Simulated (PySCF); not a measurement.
# DyH3O3 (Dy(OH)3-): the cost of one run

Computed with PySCF 2.14.0. Level: several levels, as the steps say, no spin–orbit coupling.

1 further run of the same task is left out (for a known fault of the program).

## (1) The starting structure

7 atoms, charge -1, spin multiplicity 1.

Bond lengths: Dy1–O2 2.232 Å, Dy1–O4 2.232 Å, Dy1–O6 2.232 Å, O2–H3 0.958 Å, O4–H5 0.958 Å, O6–H7 0.958 Å. Angles: O2–Dy1–O4 120.0°, O2–Dy1–O6 120.0°, O4–Dy1–O6 120.0°, Dy1–O2–H3 179.9°, Dy1–O4–H5 179.9°, Dy1–O6–H7 179.9°.

Geometry (Å):

```xyz
7

Dy    0.0000    0.0000    0.1430
O     2.2316    0.0000    0.1442
H     3.1897    0.0000    0.1467
O    -1.1158    1.9326    0.1442
H    -1.5948    2.7624    0.1467
O    -1.1158   -1.9326    0.1442
H    -1.5949   -2.7624    0.1467
```

Formal oxidation states: Dy +2. Each metal's 10 4f electrons lie in its core potential, so multiplicities, spins and levels count the valence alone. An earlier session relaxed this geometry at PBE0, Dy lcecp-0-SVP with ECP56, O def2-SVP, H def2-SVP (singlet, point group D3h).

At PBE0 on the finer grid: E = -258.123231 Eh, frontier levels not given, since the 4f levels lie in the core, Mulliken charge on Dy1 +0.54 e, largest force component 0.010 eV/Å. 

Levels to run: revPBE; BP86; PBE0, TZVP. Hardware: 2 threads of Arm Neoverse V1, shared host.

## (2) revPBE

Contents of run.py (the lines that set the calculation):

```python
mol = gto.M(atom='''
Dy     0.00000     0.00000     0.14300
O      2.23162    -0.00001     0.14415
H      3.18971    -0.00001     0.14669
O     -1.11580     1.93265     0.14415
H     -1.59484     2.76237     0.14669
O     -1.11582    -1.93264     0.14415
H     -1.59486    -2.76236     0.14669''',
    basis={'Dy': 'lcecp-0-SVP', 'O': 'def2-SVP', 'H': 'def2-SVP'},
    ecp={'Dy': 'lcecp-0-SVP'},
    charge=-1, spin=0)
mf = dft.RKS(mol, xc='PBE_R,PBE')
mf.grids.atom_grid = (75, 302)  # f atoms: unpruned, at least (60, 302)
mf = mf.density_fit()  # fitting sets: Dy AutoAux, O def2-universal-JKFIT, H def2-universal-JKFIT
mf.conv_tol = 1e-08; mf.max_cycle = 55
mf.kernel(dm0)  # dm0: the density of the relaxed state
```

Command:

```
$ OMP_NUM_THREADS=2 python run.py
```

**Question.** How long does this run take on 2 threads of Arm Neoverse V1, shared host?

About 4.1 s.
